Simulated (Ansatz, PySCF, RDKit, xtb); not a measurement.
**Solving GeOH+, step by step**

Task: start from the formula GeOH+ (charge +1), draw up candidate structures, narrow them down in stages, and characterise the one that lies lowest at 400 K.

Plan: many cheap relaxations first (GFN2-xTB), then density-functional screening, relaxation at B3LYP-D4/def2-TZVP, vibrations and a final energy. The numbers are computed, not measured.

6 further runs of the same task are left out: 6 set aside as unsound or not needed.

## 1. Candidates

All bonding patterns within simple valence rules are listed by program: one Lewis structure each, at most two rings and one unusual centre or charged pair. O–O, O–halogen and N–halogen bonds and N–N–N chains are not drawn. That gives 3 candidates.

```csv
label,SMILES,spin
c335,[OH+]=[Ge],triplet
c739,[OH+]=[Ge],singlet
c922,[O]=[GeH+],singlet
```

Candidates are built by distance geometry, with a force field where one applies, in up to four conformers (letters a to d). 2 starts with atoms placed at random are added, to find patterns that the rules miss.

**Question.** With final energies at CCSD(T)/def2-TZVPP, which structure will this search put lowest in free energy, and by what margin?

| quantity | value |
| --- | --- |
| lowest structure found | [OH+]=[Ge], singlet, C∞v |
| next finalist | [O]=[GeH+], singlet, 68.9 kcal/mol higher in G |
| share at equilibrium, among the finalists | 100.0 % |
| harmonic wavenumbers, lowest and highest (B3LYP-D4/def2-TZVP) | 209 and 3780 cm⁻¹ |
| rotational constants, same geometry | 0.3991 cm⁻¹ |
| HOMO energy (PBE0/def2-TZVPD) | -16.95 eV |
| LUMO energy (PBE0/def2-TZVPD) | -8.76 eV |
| HOMO–LUMO gap (PBE0/def2-TZVPD) | 8.20 eV |
| lowest excitation (TD-B3LYP/def2-SVPD) | 6.08 eV (f = 0.000) |
| lowest triplet excitation, same level, Tamm-Dancoff | 5.46 eV |
| vertical ionisation energy | 19.60 eV |
| vertical recombination energy (electron added) | 6.44 eV |
| vertical triplet less singlet | +5.32 eV |

The search ends on `[OH+]=[Ge]`. Among the finalists first place is clear (68.9 kcal/mol); structures outside the list aren't covered. HF/STO-3G, r2SCAN-D4/def2-SVP, B3LYP-D4/def2-TZVP, HF/def2-TZVPP and MP2/def2-TZVPP already put its bonding pattern lowest among the structures in one piece. A large T1 diagnostic among the finalists warns that one reference determinant may not suffice. It concerns: the finalist [O]=[GeH+] (singlet); the finalist [OH][Ge] ‡ (triplet). The search is not exhaustive (a finite list of starts, one conformer a finalist), so a lower isomer can't be ruled out.

‡ marks the bonded skeleton alone, with all bonds drawn single: no Lewis structure was assigned that passes a check against the bond lengths.
